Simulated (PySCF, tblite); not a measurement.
# C₅H₁₀NSi₂ radical: geometry, infrared bands and EPR parameters

Wanted: the infrared bands and EPR parameters of C₅H₁₀NSi₂ radical (`N#C/[C]=C\[SiH2]CC[SiH3]`), by calculation.

Programs: tblite 0.8.0 and PySCF 2.14.0, with density-fitted response routines of our own. Each step states its level of theory. These are calculated values for one molecule in the gas phase, unless marked as measured. Atoms count from 0, in the outputs and in this text.

## Step 1: Starting geometry

18 atoms, charge 0, multiplicity 2; geometry from: force field or distance geometry start.

Bonds of the start (Å): N0–C1 1.16, C1–C2 1.54, C2–C3 1.30, C3–Si4 1.81, Si4–C5 1.88, C5–C6 1.54, C6–Si7 1.88, C3–H8 1.09, Si4–H9 1.48, Si4–H10 1.49, C5–H11 1.09, C5–H12 1.10, C6–H13 1.10, C6–H14 1.10, Si7–H15 1.49, Si7–H16 1.48, Si7–H17 1.47.

## Step 2: Geometry optimisation with GFN2-xTB

The job: settings as JSON, then the geometry in Å.

```
{"job": {"kind": "relax", "xc": "GFN2-xTB", "basis": "xTB"}, "charge": 0, "multiplicity": 2}
N      3.132600     2.289100     1.985400
C      2.838300     1.513800     1.168400
C      2.470000     0.455300     0.112200
C      2.128100    -0.413900    -0.796100
Si     0.527800    -0.295100    -1.630000
C     -0.855900    -1.168800    -0.706100
C     -1.122200    -0.749700     0.748300
Si    -1.930200     0.917800     1.052000
H      2.804800    -1.226000    -1.067000
H      0.163600     1.131000    -1.821800
H      0.650800    -0.907700    -2.983400
H     -1.775500    -1.079400    -1.291000
H     -0.600800    -2.234200    -0.691600
H     -0.191900    -0.797400     1.333600
H     -1.795900    -1.495600     1.191100
H     -3.190500     1.004600     0.267100
H     -2.249100     1.074800     2.492300
H     -1.012700     1.987700     0.624800
```

Started as:

```bash
> OMP_NUM_THREADS=1 python probes_run.py task.json out
```

The driver reads the jobs from task.json and runs them one after another.

**Question.** This job is followed by: GFN2-xTB harmonic vibrations, gas phase; UKS B3LYP, pcH-1 on C H N Si, non-relativistic, mean-field spin-orbit, GIAO. Predict these results of the whole session: strongest single infrared mode (GFN2-xTB); zero-point energy (GFN2-xTB); g(iso) (B3LYP); ⟨S²⟩; largest a(iso) (averaged by class); potential on the surface of density 0.002 e/bohr³, 1st and 99th percentile.

The runs gave:

| quantity | value |
| --- | --- |
| strongest single infrared mode (GFN2-xTB) | 2291 cm⁻¹, 372 km/mol |
| zero-point energy (GFN2-xTB) | 76.7 kcal/mol |
| g(iso) (B3LYP) | 2.00200 |
| ⟨S²⟩ | 0.770 (exact 0.75) |
| largest a(iso) (averaged by class) | 1H on H8, 158.0 MHz |
| potential on the surface of density 0.002 e/bohr³, 1st and 99th percentile | -1.66 V and 1.46 V |

What this shows: The optimisation took 116 steps and gained 1.082 eV; among the close pairs (by a distance rule), C1–C2 changed most, from 1.540 to 1.327 Å. The lowest mode is slightly imaginary (13i cm⁻¹), a soft motion within the noise of the Hessian, so the minimum is not strictly shown. The strongest single mode, at 2291 cm⁻¹, moves mainly H17 and H9. Unscaled tight-binding wavenumbers are off by several per cent, some by more. Its intensities can rank the bands wrongly. C2 carries the largest spin population, 0.75 e. The isotropic g lies 0.3 ppt below the free-electron value. These values are for one conformer; the search (at its own cheap level) found 2 more, at 0.13, 0.31 kcal/mol, and measured spectra average over such forms.
